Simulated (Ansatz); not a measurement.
# Ge2+ (doublet): wave-function methods side by side, cc-pVTZ

One table from this session's results is given with a row withheld; the runs are named, their logs left out.

The runs use Ansatz 0.2.0, Gaussian basis; cc-pVTZ, core rule «outside noble gas», up to 28 orbitals frozen.

To be run: UHF; CCSD(T) on ROHF; BCCD(T) on ROHF; CISD; CCSDT(Q) on ROHF; CCSDT(Q) on UHF; CASSCF and MRCISD+Q, 7 electrons in 8 orbitals; CASSCF and NEVPT2, 7 electrons in 8 orbitals.

18 further runs of the same task are left out: 9 that didn't finish, 9 set aside as unsound or not needed.

## The system

The geometry is a PBE0/def2-TZVP stationary point (not a proven minimum) of the parent state, kept for this charge and spin. No spin-orbit coupling is included. The filled d shell of Ge may be among the frozen orbitals whatever the setting's name suggests; the logs give the count.

2 atoms, charge 1, spin multiplicity 2.

Atoms are counted from 1 here; the program's logs count them from 0.

Bond lengths: Ge1–Ge2 2.383 Å.

Set-up of the first run:

Contents of in.yaml:

```yaml
crystal:
  periodic: [false, false, false]
  atoms:
    - {symbol: Ge, position_ang: [0.000000, 0.000000, 0.000000]}
    - {symbol: Ge, position_ang: [0.000000, 0.000000, 2.383102]}
basis:
  gaussian: {orbitals: cc-pVTZ}
total_charge: 1
magnetization: {spin_polarized: true, initial_magnetization: 1}
hamiltonian: {xc: hf}
output: {orbitals: {seedname: orbitals}}
```

Started as:

```
$ ansatz run in.yaml --threads 1 --pin off --events-out ev --progress --plain --max-ram 2393MiB
```

Steps of the session up to this table: UHF; CCSD(T) on ROHF; BCCD(T) on ROHF; CISD; CCSDT(Q) on ROHF; CCSDT(Q) on UHF; CASSCF and MRCISD+Q, 7 electrons in 8 orbitals; CASSCF and NEVPT2, 7 electrons in 8 orbitals.

One of the session's tables, all rows but one given; the rest of the session is left out.

It belongs to the step «Misses and costs». 

```
          method  from RCCSDT(Q) (meV)
            ROHF                     ?
            RMP2               +1084.4
            CISD                +523.1
           RCCSD                +252.3
        RCCSD(T)                 +72.3
         BCCD(T)                 +72.3
          RCCSDT                 +16.7
       RCCSDT(Q)                     0
  CASSCF valence               +2738.2
  NEVPT2 valence                +710.4
  MRCISD valence                +216.0
MRCISD+Q valence                 +52.3
```

Q: Estimate the row for ROHF from the others.

**Answer.** from RCCSDT(Q) (meV): +4463.5. In the column «from RCCSDT(Q) (meV)» it is the highest.

Not comparable, so not listed: CCSDT(Q) on UHF (they don't share determinant, frozen orbitals or solution with the rows shown, or repeat one).
